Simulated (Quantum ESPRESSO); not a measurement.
A run of Quantum ESPRESSO 7.5:

Contents of pw.in:

```
&CONTROL
  calculation = 'scf'
  prefix = 'pwscf'
  outdir = './tmp'
  pseudo_dir = './pseudo'
  tprnfor = .true.
  tstress = .true.
  disk_io = 'nowf'
/
&SYSTEM
  ibrav = 0
  nat = 2
  ntyp = 1
  ecutwfc = 78
  nbnd = 21
  occupations = 'smearing'
  smearing = 'gaussian'
  degauss = 0.00073499
/
&ELECTRONS
  conv_thr = 4d-10
  electron_maxstep = 120
  mixing_beta = 0.5
/
ATOMIC_SPECIES
Ge    72.6300 Ge.upf
CELL_PARAMETERS angstrom
   0.0000000000    2.7843750000    2.7843750000
   2.7843750000    0.0000000000    2.7843750000
   2.7843750000    2.7843750000    0.0000000000
ATOMIC_POSITIONS crystal
Ge     0.0000000000    0.0000000000    0.0000000000
Ge     0.2500000000    0.2500000000    0.2500000000
K_POINTS automatic
10 10 10 0 0 0
```

Potentials or basis: PseudoDojo 0.4.1 SR LDA standard.

Run with:

```sh
$ OMP_NUM_THREADS=1 pw.x -in pw.in > pw.out
```

Hardware: 1 thread of Arm Neoverse V1 (shared host).

Task: How long does it take, and how much memory?

Result: It took 61 s on 1 thread of Arm Neoverse V1 (shared host), peak memory 0.1 GiB. Counts: scf iterations 8, k pools 1, bands 21, k points 47, g dense 27221.
